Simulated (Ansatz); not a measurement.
**CH₇AlOSn: a ladder of functionals and wavefunction methods**

Aim: compute CH₇AlOSn with functionals from several rungs and with coupled cluster, and see how far each lands from CCSD(T) at the basis-set limit for the atomisation energy.

Method: functionals in def2-TZVPP, the program's frozen cores in correlated methods; program: Ansatz 0.2.0, Gaussian basis.

The runs, in order: PBE-D4, r2SCAN-D4, PBE0-D4, B3LYP-D4, ωB97X-V, ωB97M-V, B2PLYP; CCSD(T)/def2-TZVPP; MP2/def2-QZVPP; extrapolation to the limit.

### Step 1. The relaxed structure

All runs share one geometry, relaxed beforehand with PBE0-D4 in a triple-zeta def2 set. Sn takes the def2 core potential; no spin-orbit term is included.

SMILES `[CH3][SnH2][O][AlH2]`, 11 atoms, charge 0, spin multiplicity 1.

Atoms are counted from 1 here; the program's logs count them from 0.

Bond lengths: C1–Sn2 2.132 Å, C1–H5 1.091 Å, C1–H6 1.090 Å, C1–H7 1.090 Å, Sn2–O3 1.956 Å, Sn2–H8 1.709 Å, Sn2–H9 1.710 Å, O3–Al4 1.677 Å, Al4–H10 1.589 Å, Al4–H11 1.583 Å. Angles: Sn2–C1–H5 110.4°, Sn2–C1–H6 109.5°, Sn2–C1–H7 109.7°, H5–C1–H6 109.1°, H5–C1–H7 109.0°, H6–C1–H7 109.0°, C1–Sn2–O3 107.2°, C1–Sn2–H8 113.1°, C1–Sn2–H9 113.1°, O3–Sn2–H8 105.3°, O3–Sn2–H9 105.6°, H8–Sn2–H9 111.8°, Sn2–O3–Al4 148.1°, O3–Al4–H10 119.4°, O3–Al4–H11 118.6°, H10–Al4–H11 122.1°.

### Step 2. PBE-D4 (GGA)

Input file in.yaml:

```yaml
crystal:
  periodic: [false, false, false]
  atoms:
    - {symbol: C, position_ang: [-1.186736, 1.382526, -0.118369]}
    - {symbol: Sn, position_ang: [-0.829443, -0.433544, 0.940419]}
    - {symbol: O, position_ang: [0.787705, -1.234982, 0.185798]}
    - {symbol: Al, position_ang: [2.119762, -1.074135, -0.820396]}
    - {symbol: H, position_ang: [-2.066494, 1.889092, 0.280822]}
    - {symbol: H, position_ang: [-0.321822, 2.038484, -0.019669]}
    - {symbol: H, position_ang: [-1.349780, 1.165602, -1.174130]}
    - {symbol: H, position_ang: [-2.059361, -1.597525, 0.710736]}
    - {symbol: H, position_ang: [-0.488891, -0.186545, 2.597478]}
    - {symbol: H, position_ang: [2.336395, 0.285201, -1.614729]}
    - {symbol: H, position_ang: [3.123964, -2.291177, -0.947359]}
basis:
  gaussian: {orbitals: def2-TZVPP}
hamiltonian: {xc: pbe, dispersion: d4}
output: {forces: true, orbitals: {seedname: orbitals}}
```

The run is started by

```console
$ ansatz run in.yaml --threads 4 --pin off --events-out ev --progress --plain --max-ram 10444MiB
```

After this run come: r2SCAN-D4 (meta-GGA); PBE0-D4 (hybrid); B3LYP-D4 (hybrid); ωB97X-V (range-separated); ωB97M-V (range-separated); B2PLYP (double hybrid); CCSD(T) in def2-TZVPP; MP2 in def2-QZVPP.

**Question.** What will the summary of the whole plan be? Wanted: atomisation energy, CCSD(T)/CBS; farthest; mean size of error, hybrid; mean size of error, range-separated; gap, smallest and largest; T1 diagnostic; triples share of the correlation energy.

The runs gave:

```
                               quantity                                 value
        atomisation energy, CCSD(T)/CBS                         3469.5 kJ/mol
 functionals within 34.7 kJ/mol (1.0 %)           r2SCAN-D4, ωB97X-V, ωB97M-V
                               farthest                PBE0-D4 (-84.2 kJ/mol)
             mean size of error, hybrid                           65.5 kJ/mol
    mean size of error, range-separated                           20.1 kJ/mol
              gap, smallest and largest  4.86 eV (PBE-D4), 11.21 eV (ωB97X-V)
                          T1 diagnostic                                0.0133
triples share of the correlation energy                                 3.2 %
```

PBE-D4 misses by -46.3 kJ/mol. Double hybrids carry the basis error of their MP2 part in triple zeta, and no dispersion term here, so their miss is partly the set-up's. Misses under about 34.7 kJ/mol are within the doubt on the reference itself, which lacks core-valence correlation, spin-orbit coupling and higher excitations, and its outer-core shells are covered unevenly. All levels share the lack of spin-orbit coupling, which lowers the free heavy atoms and so the true binding. Hartree-Fock recovers 73 % of the binding; the rest is correlation. The gap grows from 4.9 to 11.2 eV across the functionals, mostly with the share of exact exchange. Correlated methods include outer-core shells of Sn, which these sets cover unevenly.
